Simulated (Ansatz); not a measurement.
Write a Python script for Ansatz's Python interface that makes a comparison of enthalpies under pressure of two structures of Re. Level of theory (first run): LDA, PAW, cutoff 653 eV, 9×9×5 k-points, Fermi-Dirac smearing of 0.1 eV.

The script, `transition.py`:
```python
"""Enthalpies of two structures of Re under pressure."""

import csv
import warnings

import ansatz as az
import numpy as np


def hcp(a_site, a):
    return (
        az.Lattice.from_parameters(a, a, 1.633 * a, alpha=90, beta=90, gamma=120)
        .space_group(194)
        .atom(a_site, [1 / 3, 2 / 3, 0.25])
    )


def sc(first, a):
    return (
        az.Lattice.cubic(a)
        .space_group(221)
        .atom(first, [0, 0, 0])
    )


def ground_state(name, crystal, pressure=0.0):
    calc = (
        crystal.calculation()
        .functional("lda")
        .basis(24 * az.Ha)
        .accuracy("medium")
        .mixing("msr1", beta=0.5)
        .scf(tolerance=1e-08)
        .kpoints(spacing=0.3)
        .occupations("fermi_dirac", width=0.1)  # the run then minimises F = E - TS
    )
    calc = calc.relax(force_tolerance=0.02, max_steps=40, cell=True, pressure=pressure)
    return calc.run(threads=1)


def volume_per_atom(outcome):
    return abs(np.linalg.det(outcome.lattice.cell_ang)) / len(outcome.lattice.sites)


def main() -> None:
    warnings.simplefilter("ignore", az.DeckWarning)

    phases = {}
    phases["hcp"] = hcp("Re", 2.75)
    phases["sc"] = sc("Re", 2.53)

    # H = E + PV, with 1 eV per cubic angstrom equal to 160.2 GPa
    pressures = [0, 20, 40, 60]
    enthalpy, volume = {name: [] for name in phases}, {name: [] for name in phases}
    for p in pressures:
        for name, crystal in phases.items():
            o = ground_state(name, crystal, pressure=p)
            volume[name].append(volume_per_atom(o))
            enthalpy[name].append(o.report["energy_sigma0_ev"] / len(o.lattice.sites) + p * volume[name][-1] / 160.21766)
    gap = np.array(enthalpy["sc"]) - np.array(enthalpy["hcp"])
    rows = [(p, va, vb, 1000 * d) for p, va, vb, d in zip(pressures, volume["hcp"], volume["sc"], gap)]
    with open("transition.csv", "w", newline="") as handle:
        writer = csv.writer(handle)
        writer.writerow(["P (GPa)", "V hcp (A^3/atom)", "V sc (A^3/atom)", "H(sc) - H(hcp) (meV/atom)"])
        writer.writerows([round(v, 4) if isinstance(v, float) else v for v in row] for row in rows)
    print(open("transition.csv").read())
    crossings = [p0 - g0 * (p1 - p0) / (g1 - g0) for p0, p1, g0, g1 in zip(pressures, pressures[1:], gap, gap[1:]) if g0 * g1 < 0]
    print("crossing near", [round(float(p), 1) for p in crossings], "GPa") if crossings else print("no crossing in this range")


if __name__ == "__main__":
    main()
```

Running `python transition.py` prints:
```text
P (GPa),V hcp (A^3/atom),V sc (A^3/atom),H(sc) - H(hcp) (meV/atom)
0,14.3407,16.2941,1391.2244
20,13.712,15.3578,1614.577
40,13.204,14.6462,1807.1594
60,12.7778,14.0733,1978.2701

no crossing in this range
```

Reading the output:
- The settings weren't tested for convergence.
- At a fixed pressure a relaxation lowers the enthalpy F + PV, while F alone can rise.
- For the metals among these phases the mesh is modest: differences between phases can be off by up to 40 meV an atom.
- The program warned that this SCF threshold is loose for forces or stresses.
- Spin-orbit coupling, which matters for elements this heavy, is left out.
- Only these two structures are compared, at zero temperature and with their symmetry kept; either may be hypothetical, and another phase may be lower than both. Differences under about 40 meV an atom lie within the error of mesh and functional.
- The cells are prototypes set up for this calculation and needn't exist.
- The script silences the warnings on its input, which a real study should read.
- Wall time of the script: 85 s on 1 thread of Arm Neoverse N1, with other jobs on the host, peak memory 0.4 GiB.
